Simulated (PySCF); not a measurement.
# BK: the cost of one run

Method: each script names its method and basis; program: PySCF 2.14.0.

4 further runs of the same task are left out: 4 that didn't finish.

### 1 The starting structure

KB⁺: 2 atoms, charge 1, spin multiplicity 2.

Bond lengths: K1–B2 2.717 Å.

### 2 The run that the others are compared with

The input, input.py:

```python
from pyscf import gto, scf
from pyscf.hessian import thermo

mol = gto.M(
    atom='K 0 0 0; B 0 0 2.717',
    basis='def2-svp',
    charge=1,
    spin=1,
    symmetry=True,
    verbose=4,
)
mf = scf.UHF(mol)
mf.kernel()
hess = mf.Hessian().kernel()
print('wavenumber (cm^-1) =', thermo.harmonic_analysis(mol, hess)['freq_wavenumber'].round(1))
mf.dip_moment()
print('orbital energies (hartree):', [e[max(0, n-3):n+3].round(4) for e, n in zip(mf.mo_energy, mol.nelec)])
```

Launch:

```bash
$ OMP_NUM_THREADS=1 python input.py
```

Q: Estimate wall time and peak memory on 1 thread of AMD EPYC 7B13, shared host.

About 3.7 s, with a peak of 0.12 GiB.
